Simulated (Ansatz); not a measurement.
# ClF2H2HfN: a spread of methods and bases

Aim: run ClF2H2HfN under a spread of inputs, and see what each costs and gives.

Method: the settings change from run to run; program: Ansatz 0.2.0, Gaussian basis.

## 1. The molecule

The structure was relaxed beforehand with PBE0-D4 in a triple-zeta def2 set. Hf takes a core potential in def2 sets; no spin-orbit term is included.

SMILES `[NH2][Hf]([F])([F])[Cl]`, 7 atoms, charge 0, spin multiplicity 1.

Atoms are counted from 1 here; the program's logs count them from 0.

Bond lengths: N1–Hf2 2.008 Å, N1–H6 1.011 Å, N1–H7 1.011 Å, Hf2–F3 1.900 Å, Hf2–F4 1.900 Å, Hf2–Cl5 2.358 Å. Angles: Hf2–N1–H6 125.6°, Hf2–N1–H7 125.6°, H6–N1–H7 108.9°, N1–Hf2–F3 107.2°, N1–Hf2–F4 107.2°, N1–Hf2–Cl5 110.1°, F3–Hf2–F4 113.6°, F3–Hf2–Cl5 109.3°, F4–Hf2–Cl5 109.4°.

Coordinates:

```xyz
7
charge 0, multiplicity 1
N     1.2032    0.0163    0.3648
Hf   -0.7387   -0.0770   -0.1369
F    -1.7332    0.5830    1.3417
F    -1.1217   -1.8888   -0.5631
Cl   -1.1550    1.2745   -2.0237
H     1.9302   -0.5943    0.0173
H     1.6150    0.6863    0.9999
```

## 2. B2GP-PLYP/def2-TZVPD

Options: high accuracy.

in.yaml reads:

```yaml
crystal:
  periodic: [false, false, false]
  atoms:
    - {symbol: N, position_ang: [1.203237, 0.016281, 0.364769]}
    - {symbol: Hf, position_ang: [-0.738690, -0.077034, -0.136931]}
    - {symbol: F, position_ang: [-1.733159, 0.583018, 1.341735]}
    - {symbol: F, position_ang: [-1.121666, -1.888839, -0.563116]}
    - {symbol: Cl, position_ang: [-1.154965, 1.274539, -2.023722]}
    - {symbol: H, position_ang: [1.930196, -0.594305, 0.017327]}
    - {symbol: H, position_ang: [1.615047, 0.686341, 0.999928]}
basis:
  gaussian: {orbitals: def2-TZVPD}
hamiltonian: {xc: {name: B2GP-PLYP}}
accuracy: high
```

Command:

```bash
$ ansatz run in.yaml --threads 4 --pin off --events-out ev --progress --plain --max-ram 10444MiB
```

Log:

```text
Functional definition: B2GP-PLYP
  name "B2GP-PLYP"
  cite "Karton, Tarnopolsky, Lamère, Schatz & Martin, J. Phys. Chem. A 112, 12868 (2008) doi:10.1021/jp801805p"
  cite "Becke, Phys. Rev. A 38, 3098 (1988) doi:10.1103/PhysRevA.38.3098"
  cite "Lee, Yang & Parr, Phys. Rev. B 37, 785 (1988) doi:10.1103/PhysRevB.37.785"
  parameter a = 0.65
  parameter c = 0.36
  exchange = (1 - a)*b88_x + a*exact_x
  correlation = (1 - c)*lyp_c + c*(mp2_os + mp2_ss)
3631 factors; integrals over basis functions are off by at most 1.1e-6 eV
mean field evaluation 1: about -20762.3977 eV, gradient 6.9e1 eV
mean field evaluation 2: about -20762.4632 eV, gradient 6.9e1 eV
mean field evaluation 4: about -20770.6213 eV, gradient 4.7e0 eV
mean field evaluation 8: about -20770.6786 eV, gradient 7.6e-1 eV
mean field evaluation 16: about -20770.6796 eV, gradient 1.8e-4 eV
mean field -20770.67961307 eV, -763.3083969079 hartree, gradient 4.5e-8 eV, S^2 0.000000; 0 other end points of the search recorded, 0 dependent functions left out
8 core orbitals not correlated: weight in the atoms' cores, before any rotation towards them, 1.000 or more for the frozen orbitals, at most 0.000 for the correlated occupied ones
reference -20770.67963516 eV, -763.3083977198 hartree; 20, 20 occupied and 196, 196 virtual orbitals, 3631 factors
second order -37.29117905 eV of doubles, -0.00000000 eV of singles
Total energy: -20784.10445962 eV, -763.8017509190 hartree
```

Run time: 15 s. Hardware: 4 threads of Arm Neoverse V2, shared host; peak memory 1.4 GiB.

## 3. B3LYP5/def2-mTZVPP

Set apart from the defaults: charge +1, multiplicity 2, atoms shaken by 0.08 Å, a grid of angular degree 11, the search for lower states set to off.

in.yaml reads:

```yaml
crystal:
  periodic: [false, false, false]
  atoms:
    - {symbol: N, position_ang: [1.115647, -0.042815, 0.339649]}
    - {symbol: Hf, position_ang: [-0.831496, -0.122069, -0.166496]}
    - {symbol: F, position_ang: [-1.816865, 0.688885, 1.322665]}
    - {symbol: F, position_ang: [-1.255794, -1.894833, -0.575418]}
    - {symbol: Cl, position_ang: [-1.151452, 1.363382, -2.178089]}
    - {symbol: H, position_ang: [1.824233, -0.649225, 0.036053]}
    - {symbol: H, position_ang: [1.554662, 0.763810, 0.901697]}
basis:
  gaussian: {orbitals: def2-mTZVPP, final_grid: {core_spheres: 5, valence_spheres: 4, degree: 11}}
total_charge: 1
magnetization: {spin_polarized: true, initial_magnetization: 1}
hamiltonian: {xc: {name: B3LYP5}}
scf: {lower_state_search: off}
output: {forces: true}
```

Launched as before.

Log, shortened:

```text
Functional definition: B3LYP5
  name "B3LYP5"
  cite "Stephens, Devlin, Chabalowski & Frisch, J. Phys. Chem. 98, 11623 (1994) doi:10.1021/j100096a001"
  cite "Becke, Phys. Rev. A 38, 3098 (1988) doi:10.1103/PhysRevA.38.3098"
  cite "Lee, Yang & Parr, Phys. Rev. B 37, 785 (1988) doi:10.1103/PhysRevB.37.785"
  cite "Vosko, Wilk & Nusair, Can. J. Phys. 58, 1200 (1980) doi:10.1139/p80-159"
[...]
1202 factors; their error is unknown
[...]
mean field -20781.64517098 eV, -763.7113737286 hartree, gradient 8.9e-6 eV, S^2 0.766891; 0 other end points of the search recorded, 0 dependent functions left out
[...]
reference -20781.64548429 eV, -763.7113852426 hartree; 28, 27 occupied and 117, 118 virtual orbitals, 1202 factors
Total energy: -20781.64548429 eV, -763.7113852426 hartree
Atom 0 at     1.115647    -0.042815     0.339649 Å, force     1.637684     2.975290     1.633461 eV/Å
Atom 1 at    -0.831496    -0.122069    -0.166496 Å, force    -4.021308     1.343603     0.098134 eV/Å
Atom 2 at    -1.816865     0.688885     1.322665 Å, force     0.990372    -0.864850    -1.451744 eV/Å
Atom 3 at    -1.255794    -1.894833    -0.575418 Å, force     0.044063    -0.006787     0.014631 eV/Å
Atom 4 at    -1.151452     1.363382    -2.178089 Å, force     0.433434    -0.735262     1.021086 eV/Å
Atom 5 at     1.824233    -0.649225     0.036053 Å, force     1.588748    -1.288836    -0.453655 eV/Å
Atom 6 at     1.554662     0.763810     0.901697 Å, force    -0.672994    -1.423157    -0.861914 eV/Å
Dipole moment:     1.264060     0.095438     0.105377 e Å
Checks for a lower state left out: stability, starts, cluster_reference, orbital_swaps, neighbouring_geometries, increment
```

Run time: 1.8 s. Hardware: 4 threads of Arm Neoverse V2, shared host; peak memory 0.41 GiB.

Largest force 4.241 eV/Å, ⟨S²⟩ 0.767.

## 4. LC-wPBE/def2-mTZVPP

This run has charge -1, multiplicity 2, density fitting with def2-universal-jkfit.

in.yaml reads:

```yaml
crystal:
  periodic: [false, false, false]
  atoms:
    - {symbol: N, position_ang: [1.203237, 0.016281, 0.364769]}
    - {symbol: Hf, position_ang: [-0.738690, -0.077034, -0.136931]}
    - {symbol: F, position_ang: [-1.733159, 0.583018, 1.341735]}
    - {symbol: F, position_ang: [-1.121666, -1.888839, -0.563116]}
    - {symbol: Cl, position_ang: [-1.154965, 1.274539, -2.023722]}
    - {symbol: H, position_ang: [1.930196, -0.594305, 0.017327]}
    - {symbol: H, position_ang: [1.615047, 0.686341, 0.999928]}
basis:
  gaussian: {orbitals: def2-mTZVPP, fitting: {mean_field: def2-universal-jkfit}}
total_charge: -1
magnetization: {spin_polarized: true, initial_magnetization: 1}
hamiltonian: {xc: {name: LC-wPBE}}
```

Launched as before.

Log, shortened:

```text
Functional definition: LC-wPBE
  name "LC-wPBE"
  cite "Vydrov & Scuseria, J. Chem. Phys. 125, 234109 (2006) doi:10.1063/1.2409292"
  cite "Heyd & Scuseria, J. Chem. Phys. 120, 7274 (2004) doi:10.1063/1.1668634"
  cite "Ernzerhof & Perdew, J. Chem. Phys. 109, 3313 (1998) doi:10.1063/1.476928"
  cite "Perdew, Burke & Ernzerhof, Phys. Rev. Lett. 77, 3865 (1996) doi:10.1103/PhysRevLett.77.3865"
  parent pbe
[...]
622 factors; integrals over basis functions are off by at most 1.6e0 eV
622 factors; integrals over basis functions are off by at most 3.5e-5 eV
[...]
mean field -20788.92215714 eV, -763.9787980375 hartree, gradient 6.0e-6 eV, S^2 0.752595; 6 other end points of the search recorded, 0 dependent functions left out
reference -20788.92215716 eV, -763.9787980380 hartree; 29, 28 occupied and 116, 117 virtual orbitals, 622 factors
Total energy: -20788.92215716 eV, -763.9787980380 hartree
```

It took 9 s on 4 threads of Arm Neoverse V2, shared host; peak memory 0.43 GiB.

⟨S²⟩ 0.753.

## 5. PBE0/def2-SVP

Options: finite nuclei, D3(BJ) dispersion.

in.yaml: that of step 4 with these lines changed.

```diff
@@ -11,5 +11,4 @@
 basis:
-  gaussian: {orbitals: def2-mTZVPP, fitting: {mean_field: def2-universal-jkfit}}
-total_charge: -1
-magnetization: {spin_polarized: true, initial_magnetization: 1}
-hamiltonian: {xc: {name: LC-wPBE}}
+  gaussian: {orbitals: def2-SVP, nuclear_model: gaussian}
+hamiltonian: {xc: {name: PBE0}, dispersion: d3bj}
+output: {forces: true}
```

Launched as before.

Log, shortened:

```text
Functional definition: PBE0
  name "PBE0"
  cite "Adamo & Barone, J. Chem. Phys. 110, 6158 (1999) doi:10.1063/1.478522"
  cite "Perdew, Burke & Ernzerhof, Phys. Rev. Lett. 77, 3865 (1996) doi:10.1103/PhysRevLett.77.3865"
  parent pbe
[...]
982 factors; integrals over basis functions are off by at most 9.7e-4 eV
[...]
mean field -20773.02479496 eV, -763.3945807530 hartree, gradient 3.2e-5 eV, S^2 0.000000; 0 other end points of the search recorded, 0 dependent functions left out
[...]
reference -20773.02485198 eV, -763.3945828482 hartree; 28, 28 occupied and 74, 74 virtual orbitals, 982 factors
Total energy: -20773.14682375 eV, -763.3990652283 hartree
Atom 0 at     1.203237     0.016281     0.364769 Å, force    -0.374191    -0.024254    -0.088433 eV/Å
Atom 1 at    -0.738690    -0.077034    -0.136931 Å, force     0.061996     0.024593    -0.011931 eV/Å
Atom 2 at    -1.733159     0.583018     1.341735 Å, force    -0.087887     0.093405     0.173783 eV/Å
Atom 3 at    -1.121666    -1.888839    -0.563116 Å, force    -0.013605    -0.207874    -0.058052 eV/Å
Atom 4 at    -1.154965     1.274539    -2.023722 Å, force    -0.004513     0.085154    -0.111856 eV/Å
Atom 5 at     1.930196    -0.594305     0.017327 Å, force     0.259860    -0.191352    -0.109889 eV/Å
Atom 6 at     1.615047     0.686341     0.999928 Å, force     0.158340     0.220330     0.206378 eV/Å
Dipole moment:     0.561339    -0.041312     0.233369 e Å
```

Wall time 1.4 s (4 threads of Arm Neoverse V2, shared host).

Largest force 0.385 eV/Å, dipole 2.93 D.

## 6. BLYP/def2-TZVP

Options: charge -1, multiplicity 2, restricted open-shell orbitals, D4 dispersion, relativity set to none.

in.yaml: that of step 5 with these lines changed.

```diff
@@ -11,4 +11,6 @@
 basis:
-  gaussian: {orbitals: def2-SVP, nuclear_model: gaussian}
-hamiltonian: {xc: {name: PBE0}, dispersion: d3bj}
+  gaussian: {orbitals: def2-TZVP}
+total_charge: -1
+magnetization: {spin_polarized: false, initial_magnetization: 1}
+hamiltonian: {xc: {name: BLYP}, dispersion: d4, pseudopotentials: {relativity: none}}
 output: {forces: true}
```

Same command.

Log, shortened:

```text
Functional definition: BLYP
  name "BLYP"
  cite "Becke, Phys. Rev. A 38, 3098 (1988) doi:10.1103/PhysRevA.38.3098"
  cite "Lee, Yang & Parr, Phys. Rev. B 37, 785 (1988) doi:10.1103/PhysRevB.37.785"
[...]
1156 factors; their error is unknown
[...]
mean field -20795.53409619 eV, -764.2217823158 hartree, gradient 1.7e-5 eV, S^2 0.750000; 10 other end points of the search recorded, 0 dependent functions left out
[...]
reference -20795.53445555 eV, -764.2217955220 hartree; 29, 28 occupied and 153, 154 virtual orbitals, 1156 factors
Total energy: -20795.84594706 eV, -764.2332426238 hartree
Atom 0 at     1.203237     0.016281     0.364769 Å, force     0.061914    -0.025355     0.053305 eV/Å
Atom 1 at    -0.738690    -0.077034    -0.136931 Å, force     0.348875    -0.028806     0.154013 eV/Å
Atom 2 at    -1.733159     0.583018     1.341735 Å, force    -0.593977     0.522531     0.884794 eV/Å
Atom 3 at    -1.121666    -1.888839    -0.563116 Å, force    -0.187479    -1.112232    -0.372288 eV/Å
Atom 4 at    -1.154965     1.274539    -2.023722 Å, force    -0.307784     0.633553    -0.919378 eV/Å
Atom 5 at     1.930196    -0.594305     0.017327 Å, force     0.475043    -0.541509    -0.319482 eV/Å
Atom 6 at     1.615047     0.686341     0.999928 Å, force     0.203408     0.551817     0.519035 eV/Å
Dipole moment:     0.113785     0.039561    -0.015014 e Å
```

It took 9.5 s on 4 threads of Arm Neoverse V2, shared host; peak memory 0.34 GiB.

Largest force 1.188 eV/Å.

## 7. wB97M-V/def2-mTZVPP

This run has relativity set to scalar.

in.yaml: that of step 6 with these lines changed.

```diff
@@ -11,6 +11,4 @@
 basis:
-  gaussian: {orbitals: def2-TZVP}
-total_charge: -1
-magnetization: {spin_polarized: false, initial_magnetization: 1}
-hamiltonian: {xc: {name: BLYP}, dispersion: d4, pseudopotentials: {relativity: none}}
+  gaussian: {orbitals: def2-mTZVPP}
+hamiltonian: {xc: {name: wB97M-V}, pseudopotentials: {relativity: scalar}}
 output: {forces: true}
```

Same command.

Log, shortened:

```text
Functional definition: wB97M-V
  name "wB97M-V"
  cite "Mardirossian & Head-Gordon, J. Chem. Phys. 144, 214110 (2016) doi:10.1063/1.4952647"
  cite "Becke, J. Chem. Phys. 107, 8554 (1997) doi:10.1063/1.475007"
  cite "Vydrov & Van Voorhis, J. Chem. Phys. 133, 244103 (2010) doi:10.1063/1.3521275"
  # Of w^i u^j: cxij and so on, Table III.
[...]
  gx(w, u) = 1 - cx + cx01*u + cx10*w
  gss(w, u) = css00 + css04*u^4 + css10*w + css20*w^2 + css43*w^4*u^3
  gos(w, u) = cos00 + cos10*w + (cos20 + cos21*u)*w^2 + (cos60 + cos61*u)*w^6
[...]
      + integral(e_c_pw_mod_opposite_spin*gos(b97_w_opposite, b97_u_opposite)) + vv10(b, c)
1177 factors; their error is unknown
340 factors; integrals over basis functions are off by at most 7.5e-6 eV
[...]
mean field -20831.56207452 eV, -765.5457860986 hartree, gradient 8.9e-5 eV, S^2 0.000000; 0 other end points of the search recorded, 0 dependent functions left out
[...]
reference -20831.56211626 eV, -765.5457876326 hartree; 28, 28 occupied and 117, 117 virtual orbitals, 1177 factors
Total energy: -20831.56211626 eV, -765.5457876326 hartree
Relativity: scalar
Atom 0 at     1.203237     0.016281     0.364769 Å, force     0.155667    -0.004676     0.055893 eV/Å
Atom 1 at    -0.738690    -0.077034    -0.136931 Å, force     0.058123     0.035789    -0.027628 eV/Å
Atom 2 at    -1.733159     0.583018     1.341735 Å, force    -0.157574     0.100339     0.246959 eV/Å
Atom 3 at    -1.121666    -1.888839    -0.563116 Å, force    -0.059082    -0.298184    -0.059910 eV/Å
Atom 4 at    -1.154965     1.274539    -2.023722 Å, force    -0.068947     0.167695    -0.239622 eV/Å
Atom 5 at     1.930196    -0.594305     0.017327 Å, force     0.039241    -0.013686     0.001880 eV/Å
Atom 6 at     1.615047     0.686341     0.999928 Å, force     0.032571     0.012723     0.022428 eV/Å
Dipole moment:     0.512882    -0.049587     0.228562 e Å
```

It took 7 s on 4 threads of Arm Neoverse V2, shared host; peak memory 0.53 GiB.

Largest force 0.310 eV/Å, dipole 2.71 D.

## 8. r2SCANh/def2-SVP

Set apart from the defaults: multiplicity 3, D4 dispersion, high accuracy.

in.yaml: that of step 7 with these lines changed.

```diff
@@ -11,4 +11,6 @@
 basis:
-  gaussian: {orbitals: def2-mTZVPP}
-hamiltonian: {xc: {name: wB97M-V}, pseudopotentials: {relativity: scalar}}
+  gaussian: {orbitals: def2-SVP}
+magnetization: {spin_polarized: true, initial_magnetization: 2}
+hamiltonian: {xc: {name: r2SCANh}, dispersion: d4}
+accuracy: high
 output: {forces: true}
```

The command is unchanged.

Log, shortened:

```text
Functional definition: r2SCANh
  name "r2SCANh"
  cite "Bursch, Neugebauer, Ehlert & Grimme, J. Chem. Phys. 156, 134105 (2022) doi:10.1063/5.0086040"
  cite "Furness, Kaplan, Ning, Perdew & Sun, J. Phys. Chem. Lett. 11, 8208 (2020) doi:10.1021/acs.jpclett.0c02405"
  cite "Furness, Kaplan, Ning, Perdew & Sun, J. Phys. Chem. Lett. 11, 9248 (2020) doi:10.1021/acs.jpclett.0c03077"
  parent r2scan
[...]
2203 factors; integrals over basis functions are off by at most 3.8e-9 eV
[...]
mean field -20774.55004209 eV, -763.4506325512 hartree, gradient 7.9e-8 eV, S^2 2.006003; 10 other end points of the search recorded, 0 dependent functions left out
[...]
reference -20774.55005965 eV, -763.4506331964 hartree; 29, 27 occupied and 73, 75 virtual orbitals, 2203 factors
Total energy: -20774.58657325 eV, -763.4519750465 hartree
Atom 0 at     1.203237     0.016281     0.364769 Å, force     2.093933     0.569674     0.772392 eV/Å
Atom 1 at    -0.738690    -0.077034    -0.136931 Å, force    -3.704734     1.348725    -1.970621 eV/Å
Atom 2 at    -1.733159     0.583018     1.341735 Å, force    -1.061436     0.134034     1.466435 eV/Å
Atom 3 at    -1.121666    -1.888839    -0.563116 Å, force    -0.100541    -1.980381     0.228035 eV/Å
Atom 4 at    -1.154965     1.274539    -2.023722 Å, force     0.238013     0.591507    -0.545948 eV/Å
Atom 5 at     1.930196    -0.594305     0.017327 Å, force     1.809045    -0.972438    -0.379654 eV/Å
Atom 6 at     1.615047     0.686341     0.999928 Å, force     0.725720     0.308880     0.429360 eV/Å
Dipole moment:     1.290135     0.012904     0.363017 e Å
```

Run time: 50 s. Hardware: 4 threads of Arm Neoverse V2, shared host; peak memory 1 GiB.

Largest force 4.408 eV/Å, dipole 6.44 D, ⟨S²⟩ 2.006.

## 9. B97M-V/def2-SVP

This run has multiplicity 3, a point charge of -1.00 e beside it.

in.yaml: that of step 8 with these lines changed.

```diff
@@ -11,6 +11,5 @@
 basis:
-  gaussian: {orbitals: def2-SVP}
+  gaussian: {orbitals: def2-SVP, point_charges: [{charge: -1.00, position_ang: [6.275, 0.907, 0.435]}]}
 magnetization: {spin_polarized: true, initial_magnetization: 2}
-hamiltonian: {xc: {name: r2SCANh}, dispersion: d4}
-accuracy: high
+hamiltonian: {xc: {name: B97M-V}}
 output: {forces: true}
```

The command is unchanged.

Log, shortened:

```text
Functional definition: B97M-V
  name "B97M-V"
  cite "Mardirossian & Head-Gordon, J. Chem. Phys. 142, 074111 (2015) doi:10.1063/1.4907719"
  cite "Becke, J. Chem. Phys. 107, 8554 (1997) doi:10.1063/1.475007"
  cite "Vydrov & Van Voorhis, J. Chem. Phys. 133, 244103 (2010) doi:10.1063/1.3521275"
  # Of w^i u^j: cxij and so on, Table III.
[...]
  gx(w, u) = cx00 + cx01*u + cx02*u^2 + (cx10 + cx11*u)*w
  gss(w, u) = css00 + css02*u^2 + css10*w + (css32*w^3 + css42*w^4)*u^2
  gos(w, u) = cos00 + cos01*u + cos03*u^3 + cos10*w + cos32*w^3*u^2
[...]
      + integral(e_c_pw_mod_opposite_spin*gos(b97_w_opposite, b97_u_opposite)) + vv10(b, c)
1093 factors; their error is unknown
[...]
mean field -20773.61710444 eV, -763.4163477247 hartree, gradient 5.7e-6 eV, S^2 2.004597; 8 other end points of the search recorded, 0 dependent functions left out
[...]
reference -20773.61720433 eV, -763.4163513957 hartree; 29, 27 occupied and 73, 75 virtual orbitals, 1093 factors
Total energy: -20773.61720433 eV, -763.4163513957 hartree
Atom 0 at     1.203237     0.016281     0.364769 Å, force     2.640918    -0.167646     0.405425 eV/Å
Atom 1 at    -0.738690    -0.077034    -0.136931 Å, force    -3.187932    -0.317029    -2.293794 eV/Å
Atom 2 at    -1.733159     0.583018     1.341735 Å, force    -0.238896     0.284779     1.721876 eV/Å
Atom 3 at    -1.121666    -1.888839    -0.563116 Å, force    -0.826415    -1.156828    -0.294574 eV/Å
Atom 4 at    -1.154965     1.274539    -2.023722 Å, force     0.013574     0.283083    -0.836819 eV/Å
Atom 5 at     1.930196    -0.594305     0.017327 Å, force     0.589803     0.003651     0.024020 eV/Å
Atom 6 at     1.615047     0.686341     0.999928 Å, force     1.191913     1.116237     1.265045 eV/Å
Dipole moment:     1.277093     0.130799     0.362682 e Å
```

Run time: 44 s. Hardware: 4 threads of Arm Neoverse V2, shared host; peak memory 0.52 GiB.

Largest force 3.940 eV/Å, dipole 6.41 D, ⟨S²⟩ 2.005.

## 10. All runs side by side

| level | charge | multiplicity | geometry | functions | energy (eV) | time |
| --- | --- | --- | --- | --- | --- | --- |
| B2GP-PLYP/def2-TZVPD | 0 | 1 | relaxed | 224 | -20784.104 | 15 s |
| B3LYP5/def2-mTZVPP | 1 | 2 | shaken | 145 | -20781.645 | 1.8 s |
| LC-wPBE/def2-mTZVPP | -1 | 2 | relaxed | 145 | -20788.922 | 9 s |
| PBE0/def2-SVP | 0 | 1 | relaxed | 102 | -20773.147 | 1.4 s |
| BLYP/def2-TZVP | -1 | 2 | relaxed | 182 | -20795.846 | 9.5 s |
| wB97M-V/def2-mTZVPP | 0 | 1 | relaxed | 145 | -20831.562 | 7 s |
| r2SCANh/def2-SVP | 0 | 3 | relaxed | 102 | -20774.587 | 50 s |
| B97M-V/def2-SVP | 0 | 3 | relaxed, point charge | 102 | -20773.617 | 44 s |

## 11. Outcome

| quantity | value |
| --- | --- |
| runs | 8 |
| quickest | PBE0/def2-SVP, 1.4 s |
| slowest | r2SCANh/def2-SVP, 50 s |
| spread of total energies, same state and geometry | 58.4 eV |
| dipole, same state and geometry | 2.71 to 2.93 D |

In words: Run time spans a factor of 36, from PBE0/def2-SVP to r2SCANh/def2-SVP. The jobs differ in tasks and options as well as level. Total energies at one charge and spin differ by 58 eV between levels, so only differences within one level mean anything. Some of these runs are scalar-relativistic and others not, which shifts the totals of all-electron atoms past neon by eV; core potentials, where a basis has them, take the core out of the total altogether. At the PBE0-D4/def2-TZVP geometry and in the same state, runs without warnings or point charges leave forces up to 0.39 eV/Å (PBE0/def2-SVP).
